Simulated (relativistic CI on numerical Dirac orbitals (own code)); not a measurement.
# Se XVI (Se¹⁵⁺): levels and lines

What are the lowest levels and the strongest lines of Se¹⁵⁺? One CI run answers it; further runs change one setting each.

Program: relativistic CI on numerical Dirac orbitals (own code) version 4. Level of theory: Dirac-Coulomb-Breit CI, KLI orbitals optimised for each configuration, model QED (radiative potential, 1s self-energy scaled to tabulated hydrogen-like ionisation energies). These are calculated values, not measurements, unless marked.

### Step 1. Starting point

```
ion                       : Se¹⁵⁺ (Se XVI)
nuclear charge            : 34
electrons                 : 19
isotope                   : A = 80
first configuration typed : [Ar] 3d
```

The outer shells:

first configuration typed
```
[Ar] core
3d [↑ ][  ][  ][  ][  ]
```

### Step 2. The main run

Settings of the run:

```ini
atom Se  Z=34  charge=15  electrons=19
nucleus A=80  rms_radius_fm=4.1400
hamiltonian dirac-coulomb  breit=on  qed=on  c_scale=1
orbitals kli  potential=per-configuration
slater_scale 1
correlation none
mixing on
configurations
  [Ar] 3d
  [Ne] 3s2 3p5 3d2
  [Ne] 3s 3p6 3d2
  [Ar] 4s
  [Ar] 4p
  [Ar] 4d
  [Ar] 4f
  [Ne] 3s2 3p5 3d 4s
  [Ne] 3s2 3p5 3d 4p
  [Ar] 5s
  [Ne] 3p6 3d3
  [Ne] 3p5 3d4
end
```

Run with:

```sh
$ python run_levels.py task.json out
```

The settings of every run stand in task.json; they run in order.

### Step 3. Correlation estimate p86

The settings differ from step 2 so:

```diff
@@ -5,3 +5,3 @@
 slater_scale 1
-correlation none
+correlation p86
 mixing on
```

### Step 4. Without QED terms

The settings differ from step 3 so:

```diff
@@ -2,6 +2,6 @@
 nucleus A=80  rms_radius_fm=4.1400
-hamiltonian dirac-coulomb  breit=on  qed=on  c_scale=1
+hamiltonian dirac-coulomb  breit=on  qed=off  c_scale=1
 orbitals kli  potential=per-configuration
 slater_scale 1
-correlation p86
+correlation none
 mixing on
```

### Step 5. The first configuration alone

Settings of the run:

```ini
atom Se  Z=34  charge=15  electrons=19
nucleus A=80  rms_radius_fm=4.1400
hamiltonian dirac-coulomb  breit=on  qed=on  c_scale=1
orbitals kli  potential=per-configuration
slater_scale 1
correlation none
mixing on
configurations
  [Ar] 3d
end
```

(Steps that only read results are left out.)

Before running it: what results should come out? Wanted: lowest level; first excitation; lowest level of the other parity; fastest E1 line; ionisation energy.

The runs gave:

| run | time | mean size of shift, levels followed (cm⁻¹) | lowest level | ionisation energy (eV) |
| --- | --- | --- | --- | --- |
| main run | 0.36 s | 0 | 3d 2D3/2 | 517.01 |
| correlation estimate p86 | 0.34 s | 1176 | 3d 2D3/2 | 518.62 |
| without QED terms | 0.25 s | 68.7 | 3d 2D3/2 | 516.98 |
| the first configuration alone | 0.031 s | 23.2 | 3d 2D3/2 | - |

The tabulated theoretical ionisation energy (NIST) is 517 eV.

| quantity | value |
| --- | --- |
| lowest level | 3d 2D3/2 |
| first excitation | 3d 2D5/2, 11054.2 cm⁻¹ |
| lowest level of the other parity | 3p5 3d2 4D°1/2, 643979 cm⁻¹ |
| levels in the model | 358 |
| fastest E1 line (by rate) to the lowest level among the lowest 200 of 358 levels | 4.262 nm, from 4f 2F°5/2 |
| ionisation energy | 517.01 eV |
| ionisation energy, tabulated theoretical (NIST) | 517 eV |

**Reading.** The lowest level is 3d 2D3/2, 100 % pure in LS and 100 % in jj coupling; over the low levels the means are 79 and 68 %, so LS coupling describes them better. The ionisation energy agrees with the tabulated theoretical value within its uncertainty of 3 eV. Of the changes tried, the run «correlation estimate p86» moves the low levels most, by 1176 cm⁻¹ on average. Lifetimes count radiative decay inside the model alone.
